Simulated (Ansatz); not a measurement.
Working through a single point in a Gaussian basis of C2H6AlNS, SMILES C[C](=N)[AlH][SH]

Computed with Ansatz's Python interface.

At the Python prompt:
```pycon
>>> from pathlib import Path
>>> import ansatz as az
>>> import numpy as np
>>> geometry = (
...     az.Crystal.molecule()
...     .atom("C", [-0.9839, -0.1029, 0.9833])
...     .atom("C", [0.4071, 0.1503, 0.6167])
...     .atom("N", [1.2908, 0.1348, 1.5071])
...     .atom("Al", [1.0275, 0.3499, -1.2738])
...     .atom("S", [-0.6116, 0.2873, -2.9251])
...     .atom("H", [-1.6904, 0.4457, 0.2207])
...     .atom("H", [-1.2299, 0.3819, 1.9713])
...     .atom("H", [-1.2131, -1.1286, 0.9864])
...     .atom("H", [1.0988, 0.0208, 2.5598])
...     .atom("H", [2.4989, 0.508, -1.6209])
...     .atom("H", [-0.5289, -1.1042, -3.0049])
... )
>>> job = (
...     geometry.calculation()
...     .basis(gaussian="def2-TZVP")
...     .functional(az.LibraryFunctional("wB97M-V"))
...     .forces()
...     .orbitals()
... )
>>> res = job.run(runs_dir="out")
>>> report = res.report
>>> {key: value for key, value in report.items() if isinstance(value, (int, float)) and "ev" in key}
{'free_energy_ev': -21092.978611349357, 'reference_energy_ev': -21092.978611349357}
>>> print(f"E = {report['free_energy_ev']:.6f} eV = {report['free_energy_ev'] / 27.211386246:.7f} Ha")
E = -21092.978611 eV = -775.1526666 Ha
>>> print("converged:", report["converged"], " doubts:", report["published_state_doubts"] or "none")
converged: True  doubts: none
>>> symbols = [site.symbol for site in geometry.cartesian_sites]
>>> forces = np.array(report["forces_ev_ang"])
>>> print("largest force", round(float(np.linalg.norm(forces, axis=1).max()), 4), "eV/A, rms", round(float(np.sqrt((forces ** 2).mean())), 4))
largest force 4.6063 eV/A, rms 1.2293
>>> charges = report["charge_distribution"]
>>> print("dipole moment", round(4.803205 * float(np.linalg.norm(charges["dipole_moment_e_ang"])), 3), "D")
dipole moment 1.759 D
>>> print("Mulliken:", [(s, round(q, 3)) for s, q in zip(symbols, charges["mulliken_charges_e"])])
Mulliken: [('C', -0.35), ('C', -0.046), ('N', -0.364), ('Al', 0.518), ('S', -0.371), ('H', 0.121), ('H', 0.113), ('H', 0.129), ('H', 0.203), ('H', -0.095), ('H', 0.144)]
>>> lines = Path(report["orbitals_path"]).read_text().splitlines()
>>> field_of = lambda key: [line.split("=")[1].strip() for line in lines if line.startswith(key)]
>>> orbitals = [(27.211386 * float(e), s, float(n)) for e, s, n in zip(field_of("Ene="), field_of("Spin="), field_of("Occup="))]
>>> homo = max(e for e, _, n in orbitals if n > 0.5)
>>> lumo = min(e for e, _, n in orbitals if n < 0.5)
>>> for e, spin, n in sorted(orbitals):
...     if homo - 15 < e < lumo + 5:
...         print(f"{spin:6s} {e:10.3f} eV  occupation {n:.0f}")
...
Alpha     -23.039 eV  occupation 2
Alpha     -22.264 eV  occupation 2
Alpha     -18.536 eV  occupation 2
Alpha     -15.489 eV  occupation 2
Alpha     -15.060 eV  occupation 2
Alpha     -14.788 eV  occupation 2
Alpha     -13.553 eV  occupation 2
Alpha     -13.069 eV  occupation 2
Alpha     -11.412 eV  occupation 2
Alpha     -11.348 eV  occupation 2
Alpha     -10.760 eV  occupation 2
Alpha      -9.546 eV  occupation 2
Alpha      -8.758 eV  occupation 2
Alpha      -0.336 eV  occupation 0
Alpha       1.373 eV  occupation 0
Alpha       2.192 eV  occupation 0
Alpha       2.480 eV  occupation 0
Alpha       2.659 eV  occupation 0
Alpha       3.058 eV  occupation 0
Alpha       3.546 eV  occupation 0
Alpha       4.232 eV  occupation 0
Alpha       4.448 eV  occupation 0
```

Total energies depend on the basis set; only differences at equal settings carry meaning. The geometry is a force-field or estimated start, not a minimum of this method, and the basis set is short of its limit. Alpha marks a spatial orbital of a restricted run, filled by both spins. Levels such as HOMO and LUMO are orbital energies: with these approximate functionals they aren't the ionisation energy and electron affinity, and their gap isn't the fundamental gap. Hardware and time: 45 s on 1 thread of Arm Neoverse V1, on a shared host, peak memory 0.71 GiB.
